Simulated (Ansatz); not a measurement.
# Cu3Pt: properties at the relaxed cell

One table from this session's results is given with a row withheld; the runs are named, their logs left out.

Computed with Ansatz 0.2.0 (DFT r2SCAN, scalar-relativistic, plane waves, PAW, unless a step's input says otherwise).

1 further run of the same task is left out (set aside as unsound or not needed).

## Starting point

It takes space group Pm-3m (No. 221, cubic). The conventional cell has a = 3.684 Å, b = 3.684 Å, c = 3.684 Å, α = 90.00°, β = 90.00°, γ = 90.00°. Around Cu (site symmetry 4/mmm) lie 8 Cu at 2.60 Å and 4 Pt at 2.60 Å. Pt (site symmetry m-3m) has 12 Cu at 2.60 Å in its first shell of neighbours.

As a file:

```cif
data_structure
_symmetry_space_group_name_H-M 'P 1'
_symmetry_Int_Tables_number 1
_cell_length_a 3.6836
_cell_length_b 3.6836
_cell_length_c 3.6836
_cell_angle_alpha 90.000
_cell_angle_beta 90.000
_cell_angle_gamma 90.000
_cell_volume 49.98
loop_
_atom_site_label
_atom_site_type_symbol
_atom_site_fract_x
_atom_site_fract_y
_atom_site_fract_z
_atom_site_occupancy
Cu1 Cu 0.00000 0.50000 0.50000 1
Cu2 Cu 0.50000 0.00000 0.50000 1
Cu3 Cu 0.50000 0.50000 0.00000 1
Pt1 Pt 0.00000 0.00000 0.00000 1
```

This cell was relaxed beforehand with the same method: volume 12.50 Å³/atom, gap on the mesh none (metal).

The first run:

input.yaml reads:

```yaml
crystal:
  lattice:
    - [3.6836389799, 0.0, 0.0]
    - [0.0, 3.6836389799, 0.0]
    - [0.0, 0.0, 3.6836389799]
  atoms:
    - { symbol: Cu, position: [0.0, 0.5, 0.5] }
    - { symbol: Cu, position: [0.5, 0.0, 0.5] }
    - { symbol: Cu, position: [0.5, 0.5, 0.0] }
    - { symbol: Pt, position: [0.0, 0.0, 0.0] }
basis:
  ecutwfc: 500
kpoints:
  mp_grid: { grid: [12, 12, 12] }
  band_path:
    path:
      - [[0.0, 0.0, 0.0], [0.0, 0.5, 0.0], [0.5, 0.5, 0.0], [0.0, 0.0, 0.0], [0.5, 0.5, 0.5], [0.0, 0.5, 0.0]]
      - [[0.5, 0.5, 0.5], [0.5, 0.5, 0.0]]
    npoints: 14
hamiltonian:
  xc: r2scan
scf:
  occupations: { method: gaussian, width: 0.1 }
  n_extra_bands: 10
output:
  forces: true
  stress: true
  eigenvalues: true
  populations: true
  dos: { projected: true, de: 0.02, nscf_kmesh: { grid: [18, 18, 18] } }
  bader: true
  write_density: true
  write_potential: true
  elf: true
  volumetric_format: npy
```

Launch:

```bash
ansatz run input.yaml --threads 1 --pin off --max-ram 2560MiB --backend cpu --events-out ev --progress --plain --runs-dir out
```

Steps of the session up to this table: Electronic structure at the relaxed geometry; The cell as listed, for comparison; The cell scaled to 0.97 of its volume; The cell scaled to 1.03 of its volume; Point at V/V0 = 0.94; The cell scaled to 1.06 of its volume; The cell scaled to 0.91 of its volume; Point at V/V0 = 1.10; Point at V/V0 = 0.88.

One table of the session follows, with a row left open; its other results are not shown here.

It belongs to the step «Energy against volume». 

```
volume (Å³/atom)  energy above the lowest point (meV/atom)  pressure (GPa)
          10.996                                     139.0           33.82
          11.371                                      73.0           22.91
          11.746                                         ?               ?
          12.121                                       7.1            6.28
          12.496                                       0.0            0.00
          12.871                                       6.3           -5.21
          13.246                                      23.8           -9.53
          13.746                                      61.0          -14.14
```

Estimate the missing values for volume (Å³/atom) = 11.746.

Worked estimate for «energy above the lowest point (meV/atom)». A straight line through the neighbours (11.371, 73.0) and (12.121, 7.1) gives 73.0 + (7.1 − 73.0) × (11.746 − 11.371) / (12.121 − 11.371) = 40.0; a parabola fitted to 4 rows on both sides gives 30.2.

As computed: energy above the lowest point (meV/atom): 30.4; pressure (GPa): 13.84. In «energy above the lowest point (meV/atom)» the line misses by +9.6 and the parabola by -0.2.
